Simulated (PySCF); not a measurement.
# C2H5N3Sn: the cost of one run

Programs: PySCF 2.14.0, with routines of our own; each step states its level. All values are computed. Atoms count from 0.

## Step 1: The system as given

11 atoms, charge 0, multiplicity 1; geometry from: GFN2-xTB.

## Step 2: Relaxing the molecule at PBE0-D3(BJ)/def2-SVP

Job settings and geometry (Å):

```
{"job": {"xc": "PBE0", "basis": "def2-SVP", "d3": "d3bj", "grid": 1, "maxiter": 30, "shake": 0.01, "kind": "geom"}, "charge": 0, "multiplicity": 1}
Sn    -1.783910    -0.159760    -0.002140
N      0.223350     0.007020    -0.018420
C      0.981180     1.134760    -0.058940
N      2.293500     0.850870    -0.016360
N      2.363380    -0.497400     0.037780
C      1.165550    -0.972160     0.044330
H     -2.092990    -1.708110    -0.421870
H     -2.307090     0.973880    -1.131050
H     -2.303430     0.243520     1.549230
H      0.587350     2.122600    -0.093630
H      0.911210    -2.021060     0.095400
```

Launch:

```
> OMP_NUM_THREADS=1 python heavy_run.py task.json out
```

The driver reads the jobs from task.json and runs them one after another.

Q: Estimate the wall time and peak memory of this first job on 1 thread of Arm Neoverse V2, shared host.

About 61 s, with a peak of 0.52 GiB.
